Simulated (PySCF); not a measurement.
# In at other levels of theory

Starting from one script, swap the method and compare what comes out for In.

Program: PySCF 2.14.0. Level of theory: each script names its method and basis. These are calculated values, not measurements.

3 further runs of the same task are left out: 1 for a known fault of the program, 2 that didn't finish.

## 1. The atom

In: 1 atom, charge 0, spin multiplicity 2.

## 2. Base script

File input.py:

```python
from pyscf import gto, dft

mol = gto.M(
    atom='In 0 0 0',
    basis='def2-svp',
    ecp={'In': 'def2-svp'},
    charge=0,
    spin=1,
    verbose=3,
)
mf = dft.UKS(mol, xc='b3lyp')
mf.kernel()
mf.stability(internal=True, external=True)
mf.dip_moment()
print('orbital energies (hartree):', [e[max(0, n-3):n+3].round(4) for e, n in zip(mf.mo_energy, mol.nelec)])
```

Launch:

```bash
> OMP_NUM_THREADS=1 python input.py
```

The log of the run:

```text
WARN: HOMO -0.571234877430803 >= LUMO -0.571234877430805

converged SCF energy = -190.181678079442  <S^2> = 0.75157205  2S+1 = 2.0015714
<class 'pyscf.dft.uks.UKS'> wavefunction is stable in the internal stability analysis
<class 'pyscf.dft.uks.UKS'> wavefunction is stable in the real -> complex stability analysis
<class 'pyscf.dft.uks.UKS'> wavefunction has an UHF/UKS -> GHF/GKS instability
Dipole moment(X, Y, Z, Debye): -0.00000,  0.00000,  0.00000
orbital energies (hartree): [array([-0.745 , -0.3387, -0.1221, -0.0757, -0.0757,  0.1385]), array([-0.7445, -0.7411, -0.3184, -0.0699, -0.0699, -0.0483])]
```

Wall time 2.3 s (1 thread of Arm Neoverse V1, shared host); peak memory 0.21 GiB.

In short: E(SCF) = -190.181678 Eh, ⟨S²⟩ = 0.752, internal stable; real -> complex stable; UHF/UKS -> GHF/GKS unstable.

## 3. Slater,

Run 1 changes functional: b3lyp → slater,.

Changes to input.py since step 2:

```diff
@@ -10,3 +10,3 @@
 )
-mf = dft.UKS(mol, xc='b3lyp')
+mf = dft.UKS(mol, xc='slater,')
 mf.kernel()
```

Launch:

```bash
> OMP_NUM_THREADS=1 python input.py
```

The log of the run:

```text
WARN: HOMO -0.552895652669588 >= LUMO -0.552895652669588

converged SCF energy = -188.3816732332  <S^2> = 0.75215734  2S+1 = 2.0021562
<class 'pyscf.dft.uks.UKS'> wavefunction is stable in the internal stability analysis
<class 'pyscf.dft.uks.UKS'> wavefunction is stable in the real -> complex stability analysis
<class 'pyscf.dft.uks.UKS'> wavefunction has an UHF/UKS -> GHF/GKS instability
Dipole moment(X, Y, Z, Debye): -0.00000,  0.00000, -0.00000
orbital energies (hartree): [array([-0.6208, -0.2828, -0.0779, -0.0743, -0.0743,  0.1331]), array([-0.6192, -0.6159, -0.2586, -0.0536, -0.0536, -0.0218])]
```

It took 1.7 s on 1 thread of Arm Neoverse V1, shared host.

The functional (slater,) was meant as a poor choice, so the numbers below may not describe In as the base run means it. Result: E(SCF) = -188.381673 Eh, ⟨S²⟩ = 0.752, internal stable; real -> complex stable; UHF/UKS -> GHF/GKS unstable.

## 4. Lc_wpbe

Run 2 changes functional: b3lyp → lc_wpbe.

Changes to input.py since step 2:

```diff
@@ -10,3 +10,3 @@
 )
-mf = dft.UKS(mol, xc='b3lyp')
+mf = dft.UKS(mol, xc='lc_wpbe')
 mf.kernel()
```

Launch:

```bash
> OMP_NUM_THREADS=1 python input.py
```

The log of the run:

```text
WARN: HOMO -0.506858902717055 >= LUMO -0.506858902717056

converged SCF energy = -190.124924687594  <S^2> = 0.75561629  2S+1 = 2.0056084
<class 'pyscf.dft.uks.UKS'> wavefunction is stable in the internal stability analysis
<class 'pyscf.dft.uks.UKS'> wavefunction is stable in the real -> complex stability analysis
<class 'pyscf.dft.uks.UKS'> wavefunction has an UHF/UKS -> GHF/GKS instability
Dipole moment(X, Y, Z, Debye):  0.00000, -0.00000, -0.00000
orbital energies (hartree): [array([-0.8566, -0.4422, -0.2109,  0.0023,  0.0023,  0.2226]), array([-0.856 , -0.8521, -0.4026,  0.012 ,  0.012 ,  0.0364])]
```

Run time: 4 s. Hardware: 1 thread of Arm Neoverse V1, shared host.

This run: E(SCF) = -190.124925 Eh, ⟨S²⟩ = 0.756, internal stable; real -> complex stable; UHF/UKS -> GHF/GKS unstable.

## 5. M06

Run 3 changes functional: b3lyp → m06.

Changes to input.py since step 2:

```diff
@@ -10,3 +10,3 @@
 )
-mf = dft.UKS(mol, xc='b3lyp')
+mf = dft.UKS(mol, xc='m06')
 mf.kernel()
```

Launch:

```bash
> OMP_NUM_THREADS=1 python input.py
```

The log of the run:

```text
WARN: HOMO -0.570225628633564 >= LUMO -0.570225628633564

converged SCF energy = -190.172720603427  <S^2> = 0.75020556  2S+1 = 2.0002055
<class 'pyscf.dft.uks.UKS'> wavefunction is stable in the internal stability analysis
<class 'pyscf.dft.uks.UKS'> wavefunction has an real -> complex instability
<class 'pyscf.dft.uks.UKS'> wavefunction has an UHF/UKS -> GHF/GKS instability
Dipole moment(X, Y, Z, Debye): -0.00000,  0.00000, -0.00000
orbital energies (hartree): [array([-0.7697, -0.3433, -0.1182, -0.0732, -0.0732,  0.1529]), array([-0.7706, -0.7673, -0.3374, -0.0719, -0.0719, -0.0524])]
```

Wall time 6.1 s (1 thread of Arm Neoverse V1, shared host).

This run: E(SCF) = -190.172721 Eh, ⟨S²⟩ = 0.750, internal stable; real -> complex unstable; UHF/UKS -> GHF/GKS unstable.

## 6. MP2 (UHF)

Run 4 changes step after the SCF: stability → mp2; SCF type: UKS → UHF; functional: b3lyp → none (Hartree–Fock); frozen orbitals: none → 4.

Changes to input.py since step 2:

```diff
@@ -1,2 +1,2 @@
-from pyscf import gto, dft
+from pyscf import gto, scf, mp
 
@@ -10,5 +10,5 @@
 )
-mf = dft.UKS(mol, xc='b3lyp')
+mf = scf.UHF(mol)
 mf.kernel()
-mf.stability(internal=True, external=True)
+mp.MP2(mf, frozen=4).kernel()
 mf.dip_moment()
```

Launch:

```bash
> OMP_NUM_THREADS=1 python input.py
```

The log of the run:

```text
WARN: HOMO -0.451279404282555 >= LUMO -0.451279404282555

converged SCF energy = -189.20633612462  <S^2> = 0.75879928  2S+1 = 2.00878
E(UMP2) = -189.256293412377  E_corr = -0.0499572877566839
E(SCS-UMP2) = -189.257442197321  E_corr = -0.0511060727004111
Dipole moment(X, Y, Z, Debye): -0.00000, -0.00000, -0.00000
orbital energies (hartree): [array([-1.0054, -0.4233, -0.1997,  0.018 ,  0.018 ,  0.2606]), array([-1.0046, -1.0012, -0.368 ,  0.0293,  0.0293,  0.0623])]
```

It took 0.74 s on 1 thread of Arm Neoverse V1, shared host.

Outcome: E(SCF) = -189.206336 Eh, E(MP2) − E(SCF) = -0.04996 Eh, ⟨S²⟩ = 0.759.

## 7. Bp86

Run 5 changes functional: b3lyp → bp86.

Changes to input.py since step 2:

```diff
@@ -10,3 +10,3 @@
 )
-mf = dft.UKS(mol, xc='b3lyp')
+mf = dft.UKS(mol, xc='bp86')
 mf.kernel()
```

Launch:

```bash
> OMP_NUM_THREADS=1 python input.py
```

The log of the run:

```text
WARN: HOMO -0.597387761188862 >= LUMO -0.597387761188862

converged SCF energy = -190.226670522021  <S^2> = 0.75139436  2S+1 = 2.0013939
<class 'pyscf.dft.uks.UKS'> wavefunction is stable in the internal stability analysis
<class 'pyscf.dft.uks.UKS'> wavefunction is stable in the real -> complex stability analysis
<class 'pyscf.dft.uks.UKS'> wavefunction has an UHF/UKS -> GHF/GKS instability
Dipole moment(X, Y, Z, Debye):  0.00000, -0.00000, -0.00000
orbital energies (hartree): [array([-0.6764, -0.3143, -0.1057, -0.0986, -0.0986,  0.1132]), array([-0.6759, -0.6725, -0.2974, -0.0891, -0.0891, -0.067 ])]
```

Wall time 2.4 s (1 thread of Arm Neoverse V1, shared host).

This run: E(SCF) = -190.226671 Eh, ⟨S²⟩ = 0.751, internal stable; real -> complex stable; UHF/UKS -> GHF/GKS unstable.

## 8. Comparison

```csv
run,E(SCF) (hartree),from base (eV),after the SCF
base,-190.181678,0,unstable: UHF/UKS -> GHF/GKS
"slater, (poor choice)",-188.381673,not comparable,unstable: UHF/UKS -> GHF/GKS
lc_wpbe,-190.124925,not comparable,unstable: UHF/UKS -> GHF/GKS
m06,-190.172721,not comparable,"unstable: real -> complex, UHF/UKS -> GHF/GKS"
MP2 (UHF),-189.206336,not comparable,"MP2 correlation -1.359 eV, core frozen"
bp86,-190.226671,not comparable,unstable: UHF/UKS -> GHF/GKS
```

Wall time on 1 thread of Arm Neoverse V1, shared host, start-up included: base 2.3 s; slater, (poor choice) 1.7 s; lc_wpbe 4 s; m06 6.1 s; MP2 (UHF) 0.74 s; bp86 2.4 s.

A lower total energy from another functional means nothing by itself. Rows marked «poor choice» come from settings spoiled on purpose.
